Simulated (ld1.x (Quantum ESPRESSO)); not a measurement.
**Changing the settings of a TM potential for Sn, part 1 of 2**

Aim: generate and test one potential in full, then change one design choice at a time and see what happens to hardness, ghosts and transferability.

Method: ld1.x (Quantum ESPRESSO) 7.5, PBEsol, scalar-relativistic.

1 further run of the same task is left out (it didn't finish).

## Step 1: Starting point

Typed settings, in words:

```json
{"element": "tin (Sn, Z = 50)", "type": "norm-conserving Troullier–Martins (Kleinman–Bylander form)", "frozen core": "[Kr] 4d10", "valence charge": "4", "reference configuration": "5s2 5p2", "partial waves": "5s (bound): rc 1.55 bohr; 5p (bound): rc 2.55 bohr; 5d channel at -0.1 Ry: rc 2.45 bohr", "local potential": "the d channel", "core correction": "Bessel-smoothed model core inside 1.50 bohr"}
```

The outer shells as boxes (Hund's rule for the drawing; the calculation is spin-unpolarised):

```
[Kr] core
4d [↑↓][↑↓][↑↓][↑↓][↑↓]
5s [↑↓]
5p [↑ ][↑ ][  ]
```

## Step 2: Generation of the first potential

Contents of Sn.in:

```
 &input
   title='Sn', zed=50., rel=1, dft='PBESOL', iswitch=3,
   config='[Kr] 4d10 5s2 5p2 5d-2',
   nld=3, rlderiv=2.75, eminld=-3.0, emaxld=5.0, deld=0.02
 /
 &inputp
   pseudotype=2, tm=.true., lloc=2,
   nlcc=.true., new_core_ps=.true., rcore=1.50,
   file_pseudopw='Sn.UPF', file_wfcaegen='ae.wfc', file_wfcncgen='nc.wfc', file_beta='beta', file_chi='chi'
 /
3
5S  1  0   2.00   0.00  1.55  1.55  0.0
5P  2  1   2.00   0.00  2.55  2.55  0.0
5D  3  2  -2.00  -0.10  2.45  2.45  0.0
 &test
   configts(1)='5s2 5p2'
 /
```

Run with:

```bash
$ ld1.x < Sn.in > Sn.out
```

What the program wrote to Sn.out (without the banner and most projector matrices):

```text
     Program LD1 v.7.5
     --------------------------- All-electron run ----------------------------

     Sn
     scalar relativistic calculation

     atomic number is 50.00
     dft =PBESOL   lsd =0 sic =0 latt =0  beta=0.20 tr2=1.0E-14
     Exchange-correlation= PBESOL
                           (   1   4  10   8   0   0   0)
     mesh =1243 r(mesh) = 100.78374 a.u. xmin = -7.00 dx = 0.01250
     1 Ry =  13.60569312 eV, c = 137.03599908

     n l     nl                  e(Ry)          e(Ha)          e(eV)
     1 0     1S 1( 2.00)     -2131.3869     -1065.6934    -28998.9959
     2 0     2S 1( 2.00)      -321.7812      -160.8906     -4378.0568
     2 1     2P 1( 6.00)      -288.9123      -144.4562     -3930.8524
     3 0     3S 1( 2.00)       -62.0766       -31.0383      -844.5950
     3 1     3P 1( 6.00)       -51.3374       -25.6687      -698.4806
     4 0     4S 1( 2.00)        -9.8300        -4.9150      -133.7441
     4 1     4P 1( 6.00)        -6.5828        -3.2914       -89.5638
     3 2     3D 1(10.00)       -34.7934       -17.3967      -473.3884
     4 2     4D 1(10.00)        -1.8957        -0.9478       -25.7922
     5 0     5S 1( 2.00)        -0.7787        -0.3894       -10.5950
     5 1     5P 1( 2.00)        -0.2726        -0.1363        -3.7085

     final scf error:  4.6E-15 reached in  32 iterations

     Etot =  -12348.908598 Ry,   -6174.454299 Ha, -168015.460795 eV

     Ekin =   12892.427417 Ry,    6446.213708 Ha,  175410.411044 eV
     Encl =  -29868.088921 Ry,  -14934.044460 Ha, -406376.052026 eV
     Eh   =    4950.728466 Ry,    2475.364233 Ha,   67358.092245 eV
     Exc  =    -323.975561 Ry,    -161.987780 Ha,   -4407.912059 eV

     normalization and overlap integrals

     s(1S/1S) =  1.000000  <r> =   0.0291  <r2> =    0.0011  r(max) =   0.0188
     s(2S/2S) =  1.000000  <r> =   0.1256  <r2> =    0.0186  r(max) =   0.1068
     s(2P/2P) =  1.000000  <r> =   0.1096  <r2> =    0.0147  r(max) =   0.0853
     s(3S/3S) =  1.000000  <r> =   0.3396  <r2> =    0.1318  r(max) =   0.3090
     s(3P/3P) =  1.000000  <r> =   0.3379  <r2> =    0.1325  r(max) =   0.3013
     s(4S/4S) =  1.000000  <r> =   0.8185  <r2> =    0.7584  r(max) =   0.7412
     s(4P/4P) =  1.000000  <r> =   0.8860  <r2> =    0.8974  r(max) =   0.7890
     s(3D/3D) =  1.000000  <r> =   0.3147  <r2> =    0.1176  r(max) =   0.2498
     s(4D/4D) =  1.000000  <r> =   1.1000  <r2> =    1.4412  r(max) =   0.8829
     s(5S/5S) =  1.000000  <r> =   2.3928  <r2> =    6.5456  r(max) =   2.0147
     s(5P/5P) =  1.000000  <r> =   3.2290  <r2> =   12.2211  r(max) =   2.5548

     ------------------------ End of All-electron run ------------------------

     --------------------- Generating NC pseudopotential ---------------------

      Generating local pot.: lloc=2, matching radius rcloc =   2.4500

      Computing core charge for nlcc:

       r > 1.51 : true rho core
      Core charge pseudized with two Bessel functions
      Integrated core pseudo-charge :  18.25

      Wfc   5S  rcut= 1.550  Using Troullier-Martins method

      Wfc   5P  rcut= 2.555  Using Troullier-Martins method

     ------------------- End of pseudopotential generation -------------------

     [... the all-electron block is printed once more ...]


     Computing logarithmic derivative in   2.73668
     Computing logarithmic derivative in   2.73668
     Computing the partial wave expansion
     R is outside the sphere for l=    0 j= 0.00
     R is outside the sphere for l=    1 j= 0.00
       no projector for channel:   2

     ---------------------- Testing the pseudopotential ----------------------

     Sn
     scalar relativistic calculation

     atomic number is 50.00   valence charge is  4.00
     dft =PBESOL   lsd =0 sic =0 latt =0  beta=0.20 tr2=1.0E-14
     mesh =1243 r(mesh) = 100.78374 xmin = -7.00 dx = 0.01250

     n l     nl             e AE (Ry)        e PS (Ry)    De AE-PS (Ry)
     1 0     5S   1( 2.00)       -0.77871       -0.77871       -0.00001
     2 1     5P   1( 2.00)       -0.27257       -0.27257        0.00000

     eps = 4.1E-16  iter =  4

     Etot =  -12348.908598 Ry,   -6174.454299 Ha, -168015.460795 eV
     Etotps =   -40.554196 Ry,     -20.277098 Ha,    -551.767946 eV

     Ekin =       2.191505 Ry,       1.095753 Ha,      29.816951 eV
     Encl =     -10.151731 Ry,      -5.075865 Ha,    -138.121335 eV
     Ehrt =       5.166752 Ry,       2.583376 Ha,      70.297239 eV
     Ecxc =     -36.183642 Ry,     -18.091821 Ha,    -492.303530 eV
     (Ecc =     -33.643482 Ry,     -16.821741 Ha,    -457.742887 eV)
     Epseu=      -1.577080 Ry,      -0.788540 Ha,     -21.457271 eV

     ---------------------- End of pseudopotential test ----------------------
```

Wall time 1.7 s (1 thread, shared host). This counts the later configuration tests of the new file too.

All-electron and pseudo partial waves u(r) = r·R(r), from the program's wave files:

| r (bohr) | 5p AE | 5p PS | 5s AE | 5s PS |
| --- | --- | --- | --- | --- |
| 0.128 | -0.0011 | 0.0025 | -0.0585 | 0.0683 |
| 0.255 | 0.1604 | 0.0099 | 0.2290 | 0.1269 |
| 0.382 | 0.0196 | 0.0224 | 0.0183 | 0.1691 |
| 0.510 | -0.1621 | 0.0402 | -0.2533 | 0.1932 |
| 0.638 | -0.2510 | 0.0637 | -0.3532 | 0.2035 |
| 0.765 | -0.2413 | 0.0927 | -0.2898 | 0.2102 |
| 0.893 | -0.1668 | 0.1279 | -0.1333 | 0.2248 |
| 1.020 | -0.0613 | 0.1687 | 0.0530 | 0.2581 |
| 1.148 | 0.0538 | 0.2154 | 0.2341 | 0.3194 |
| 1.275 | 0.1635 | 0.2664 | 0.3889 | 0.4097 |
| 1.402 | 0.2621 | 0.3204 | 0.5127 | 0.5141 |
| 1.530 | 0.3475 | 0.3757 | 0.6057 | 0.6057 |
| 1.658 | 0.4184 | 0.4292 | 0.6699 | 0.6699 |
| 1.785 | 0.4752 | 0.4777 | 0.7095 | 0.7095 |
| 1.912 | 0.5198 | 0.5194 | 0.7293 | 0.7293 |
| 2.040 | 0.5537 | 0.5529 | 0.7332 | 0.7332 |
| 2.168 | 0.5778 | 0.5775 | 0.7246 | 0.7246 |
| 2.295 | 0.5936 | 0.5935 | 0.7067 | 0.7067 |
| 2.422 | 0.6024 | 0.6024 | 0.6819 | 0.6819 |
| 2.550 | 0.6053 | 0.6053 | 0.6519 | 0.6519 |
| 2.678 | 0.6031 | 0.6031 | 0.6186 | 0.6186 |
| 2.805 | 0.5969 | 0.5969 | 0.5837 | 0.5837 |
| 2.932 | 0.5873 | 0.5873 | 0.5478 | 0.5478 |
| 3.060 | 0.5749 | 0.5749 | 0.5115 | 0.5115 |
| 3.188 | 0.5603 | 0.5603 | 0.4757 | 0.4757 |
| 3.315 | 0.5441 | 0.5441 | 0.4411 | 0.4411 |

## Step 3: Testing the new file in other configurations

Contents of Sn.test.in:

```
 &input
   title='Sn', zed=50., rel=1, dft='PBESOL', iswitch=2,
   config='[Kr] 4d10 5s2 5p2 5d-2'
 /
 &test
   file_pseudo='Sn.UPF', nconf=8,
   configts(1)='5s2 5p2',
   configts(2)='5s2 5p1',
   configts(3)='5s2 5p0',
   configts(4)='5s1 5p0',
   configts(5)='5s1 5p2',
   configts(6)='5s2 5p2.3',
   configts(7)='5s2 5p1.5',
   configts(8)='5s0 5p4'
 /
```

Run with:

```bash
$ ld1.x < Sn.test.in > Sn.test.out
```

Sn.test.out, the pseudopotential blocks:

```text
     ---------------------- Testing the pseudopotential ----------------------

     Sn
     scalar relativistic calculation

     atomic number is 50.00   valence charge is  4.00
     dft =PBESOL   lsd =0 sic =0 latt =0  beta=0.20 tr2=1.0E-14
     mesh =1243 r(mesh) = 100.78374 xmin = -7.00 dx = 0.01250

     n l     nl             e AE (Ry)        e PS (Ry)    De AE-PS (Ry)
     1 0     5S   1( 2.00)       -0.77871       -0.77871       -0.00001
     2 1     5P   1( 2.00)       -0.27257       -0.27257        0.00000

     eps = 1.2E-16  iter =  4

     Etot =  -12348.908598 Ry,   -6174.454299 Ha, -168015.460794 eV
     Etotps =   -40.554196 Ry,     -20.277098 Ha,    -551.767943 eV

     Ekin =       2.191506 Ry,       1.095753 Ha,      29.816953 eV
     Encl =     -10.151731 Ry,      -5.075865 Ha,    -138.121335 eV
     Ehrt =       5.166752 Ry,       2.583376 Ha,      70.297238 eV
     Ecxc =     -36.183642 Ry,     -18.091821 Ha,    -492.303530 eV
     (Ecc =     -33.643482 Ry,     -16.821741 Ha,    -457.742887 eV)
     Epseu=      -1.577080 Ry,      -0.788540 Ha,     -21.457270 eV

     ---------------------- End of pseudopotential test ----------------------

     ---------------------- Testing the pseudopotential ----------------------

     Sn
     [...]
     n l     nl             e AE (Ry)        e PS (Ry)    De AE-PS (Ry)
     1 0     5S   1( 2.00)       -1.31446       -1.31791        0.00346
     2 1     5P   1( 1.00)       -0.75583       -0.75778        0.00194

     eps = 7.7E-16  iter =  9

     Etot =  -12348.401615 Ry,   -6174.200807 Ha, -168008.562931 eV
     Etotps =   -40.046347 Ry,     -20.023174 Ha,    -544.858313 eV
     dEtot_ae =       0.506984 Ry
     dEtot_ps =       0.507848 Ry,   Delta E=      -0.000865 Ry

     [...]
     ---------------------- End of pseudopotential test ----------------------

     ---------------------- Testing the pseudopotential ----------------------

     Sn
     [...]
     n l     nl             e AE (Ry)        e PS (Ry)    De AE-PS (Ry)
     1 0     5S   1( 2.00)       -1.92269       -1.93404        0.01135  !
     2 1     5P   1( 0.00)       -1.30750       -1.31448        0.00698  !

     eps = 1.2E-15  iter =  7

     Etot =  -12347.374720 Ry,   -6173.687360 Ha, -167994.591314 eV
     Etotps =   -39.015019 Ry,     -19.507510 Ha,    -530.826377 eV
     dEtot_ae =       1.533878 Ry
     dEtot_ps =       1.539177 Ry,   Delta E=      -0.005298 Ry

     [...]
     ---------------------- End of pseudopotential test ----------------------

     ---------------------- Testing the pseudopotential ----------------------

     Sn
     [...]
     n l     nl             e AE (Ry)        e PS (Ry)    De AE-PS (Ry)
     1 0     5S   1( 1.00)       -2.64305       -2.67777        0.03472  !
     2 1     5P   1( 0.00)       -1.96311       -1.98377        0.02066  !

     eps = 3.7E-17  iter =  7

     Etot =  -12345.095215 Ry,   -6172.547608 Ha, -167963.577076 eV
     Etotps =   -36.712991 Ry,     -18.356496 Ha,    -499.505690 eV
     dEtot_ae =       3.813383 Ry
     dEtot_ps =       3.841205 Ry,   Delta E=      -0.027822 Ry

     [...]
     ---------------------- End of pseudopotential test ----------------------

     ---------------------- Testing the pseudopotential ----------------------

     Sn
     [...]
     n l     nl             e AE (Ry)        e PS (Ry)    De AE-PS (Ry)
     1 0     5S   1( 1.00)       -1.37992       -1.38975        0.00983  !
     2 1     5P   1( 2.00)       -0.80856       -0.81287        0.00430

     eps = 8.3E-15  iter = 13

     Etot =  -12347.836621 Ry,   -6173.918311 Ha, -168000.875800 eV
     Etotps =   -39.477809 Ry,     -19.738905 Ha,    -537.122960 eV
     dEtot_ae =       1.071977 Ry
     dEtot_ps =       1.076386 Ry,   Delta E=      -0.004409 Ry

     [...]
     ---------------------- End of pseudopotential test ----------------------

     ---------------------- Testing the pseudopotential ----------------------

     Sn
     [...]
     n l     nl             e AE (Ry)        e PS (Ry)    De AE-PS (Ry)
     1 0     5S   1( 2.00)       -0.63908       -0.63873       -0.00035
     2 1     5P   1( 2.30)       -0.14707       -0.14693       -0.00013

     eps = 2.1E-15  iter =  6

     Etot =  -12348.971244 Ry,   -6174.485622 Ha, -168016.313129 eV
     Etotps =   -40.616834 Ry,     -20.308417 Ha,    -552.620181 eV
     dEtot_ae =      -0.062645 Ry
     dEtot_ps =      -0.062638 Ry,   Delta E=      -0.000007 Ry

     [...]
     ---------------------- End of pseudopotential test ----------------------

     ---------------------- Testing the pseudopotential ----------------------

     Sn
     [...]
     n l     nl             e AE (Ry)        e PS (Ry)    De AE-PS (Ry)
     1 0     5S   1( 2.00)       -1.03521       -1.03644        0.00123
     2 1     5P   1( 1.50)       -0.50357       -0.50420        0.00064

     eps = 9.2E-16  iter =  9

     Etot =  -12348.715617 Ry,   -6174.357808 Ha, -168012.835147 eV
     Etotps =   -40.361034 Ry,     -20.180517 Ha,    -549.139840 eV
     dEtot_ae =       0.192982 Ry
     dEtot_ps =       0.193162 Ry,   Delta E=      -0.000180 Ry

     [...]
     ---------------------- End of pseudopotential test ----------------------

     ---------------------- Testing the pseudopotential ----------------------

     Sn
     [...]
     n l     nl             e AE (Ry)        e PS (Ry)    De AE-PS (Ry)
     1 0     5S   1( 0.00)       -0.90030       -0.91027        0.00997  !
     2 1     5P   1( 4.00)       -0.36025       -0.36273        0.00247

     eps = 2.3E-15  iter = 10

     Etot =  -12347.861455 Ry,   -6173.930728 Ha, -168001.213682 eV
     Etotps =   -39.499629 Ry,     -19.749814 Ha,    -537.419828 eV
     dEtot_ae =       1.047143 Ry
     dEtot_ps =       1.054567 Ry,   Delta E=      -0.007424 Ry

     [...]
     ---------------------- End of pseudopotential test ----------------------
```

The tests as a table, with energies relative to 5s2 5p2.

| valence configuration | charge | ΔE all-electron (eV) | error AE − PS (meV) |
| --- | --- | --- | --- |
| 5s2 5p1 | +1 | 6.898 | -12 |
| 5s2 5p0 | +2 | 20.869 | -72 |
| 5s1 5p0 | +3 | 51.884 | -379 |
| 5s1 5p2 | +1 | 14.585 | -60 |
| 5s2 5p2.3 | -0.3 | -0.852 | -0.1 |
| 5s2 5p1.5 | +0.5 | 2.626 | -2.4 |
| 5s0 5p4 | 0 | 14.247 | -101 |

## Step 4: Does it scatter like the atom?

Taken from the files of the generation run. The phase is arctan(r·u′/u) with u = r·R, unwrapped, with energies in Ry. A pole is an energy at which the radial function vanishes at the test radius. The pseudo phase is shifted by a multiple of π to meet the all-electron one at the reference energy. Levels narrower than the energy grid can be missing from the poles. The last column is the largest difference on the grid between −1 and +1 Ry.

| channel | radius (bohr) | reference (Ry) | poles AE | poles PS | window around the reference with phases within 0.05 rad (Ry) | largest difference near zero (rad) |
| --- | --- | --- | --- | --- | --- | --- |
| s | 2.74 | -0.78 | 0.34 | 0.24, 1.19 | below 0.4 | 2.770 |
| p | 2.74 | -0.27 | 1.51 | 1.64 | below 3.0 | 0.010 |
| d | 2.74 | -0.10 | -1.84, 3.64 | 0.92 | -1.5 to 0.3 | 1.831 |

Phases (rad) along the scan:

| E (Ry) | s AE | s PS | p AE | p PS |
| --- | --- | --- | --- | --- |
| -3.00 | 1.297 | 1.301 | 1.328 | 1.331 |
| -2.52 | 1.247 | 1.251 | 1.297 | 1.300 |
| -2.04 | 1.157 | 1.162 | 1.251 | 1.255 |
| -1.56 | 0.936 | 0.943 | 1.175 | 1.179 |
| -1.08 | 0.035 | 0.038 | 1.022 | 1.027 |
| -0.60 | -1.161 | -1.161 | 0.588 | 0.591 |
| -0.12 | -1.458 | -1.461 | -0.607 | -0.606 |
| 0.36 | -1.575 | -1.607 | -1.240 | -1.234 |
| 0.84 | -1.648 | -4.418 | -1.443 | -1.433 |
| 1.32 | -1.709 | -4.737 | -1.542 | -1.528 |
| 1.80 | -1.774 | -4.794 | -1.607 | -1.588 |
| 2.28 | -1.862 | -4.836 | -1.661 | -1.634 |
| 2.76 | -2.014 | -4.876 | -1.714 | -1.676 |
| 3.24 | -2.369 | -4.920 | -1.779 | -1.718 |
| 3.72 | -3.318 | -4.974 | -1.875 | -1.770 |
| 4.20 | -4.103 | -5.050 | -2.060 | -1.843 |
| 4.68 | -4.378 | -5.169 | -2.563 | -1.966 |

(Continued in part 2 of 2.)
